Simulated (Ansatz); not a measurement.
**CuS: structure and electronic properties**

The task here is to estimate one member of a computed series from the others.

Program: Ansatz 0.2.0. Level of theory: DFT r2SCAN, scalar-relativistic, plane waves, PAW. These are calculated values, not measurements.

## The system as given

The structure is cubic, space group Fm-3m (No. 225). The conventional cell has a = 4.880 Å, b = 4.880 Å, c = 4.880 Å, α = 90.00°, β = 90.00°, γ = 90.00°. Around Cu (site symmetry m-3m) lie 6 S at 2.44 Å. S (site symmetry m-3m) is surrounded by 6 Cu at 2.44 Å.

As a file:

```cif
data_structure
_symmetry_space_group_name_H-M 'P 1'
_symmetry_Int_Tables_number 1
_cell_length_a 3.4505
_cell_length_b 3.4505
_cell_length_c 3.4505
_cell_angle_alpha 60.000
_cell_angle_beta 60.000
_cell_angle_gamma 60.000
_cell_volume 29.05
loop_
_atom_site_label
_atom_site_type_symbol
_atom_site_fract_x
_atom_site_fract_y
_atom_site_fract_z
_atom_site_occupancy
Cu1 Cu 0.00000 0.00000 0.00000 1
S1 S 0.50000 0.50000 0.50000 1
```

The structure comes from the Materials Project (structure only).

The first run:

(A quick probe on a coarse mesh, which set the mesh and smearing, is not shown.)

Contents of input.yaml:

```yaml
crystal:
  lattice:
    - [0.0, 2.439903, 2.439903]
    - [2.439903, 0.0, 2.439903]
    - [2.439903, 2.439903, 0.0]
  atoms:
    - { symbol: Cu, position: [0.0, 0.0, 0.0] }
    - { symbol: S, position: [0.5, 0.5, 0.5] }
basis:
  ecutwfc: 500
kpoints:
  mp_grid: { grid: [14, 14, 14] }
hamiltonian:
  xc: r2scan
scf:
  occupations: { method: gaussian, width: 0.1 }
output:
  forces: true
  stress: true
  eigenvalues: true
relax:
  adjacent_minimum: "off"
  f_tol: 0.005
  max_steps: 80
  cell: { stress_tol: 0.05 }
```

Steps of the session up to this table: The relaxation; Static run: bands, density of states and charges; Volume × 0.97; Volume × 1.03; Point at V/V0 = 0.94; Point at V/V0 = 1.06.

One table of the session follows, with a row left open; its other results are not shown here.

It belongs to the step «Equation of state». 

```
volume (Å³/atom)  energy above the lowest point (meV/atom)  pressure (GPa)
          13.474                                      20.8            8.25
          13.904                                       4.9            3.78
          14.334                                       0.0            0.01
          14.764                                         ?               ?
          15.194                                      16.7           -5.87
```

Estimate the missing values for volume (Å³/atom) = 14.764.

Worked estimate for «energy above the lowest point (meV/atom)». A straight line through the neighbours (14.334, 0.0) and (15.194, 16.7) gives 0.0 + (16.7 − 0.0) × (14.764 − 14.334) / (15.194 − 14.334) = 8.3; a parabola fitted to 3 rows on both sides gives 3.9.

**Answer.** energy above the lowest point (meV/atom): 4.4; pressure (GPa): -3.18. In «energy above the lowest point (meV/atom)» the line misses by +3.9 and the parabola by -0.5.

Caveats from the session: Warnings in the runs' records: seeded moment not kept.
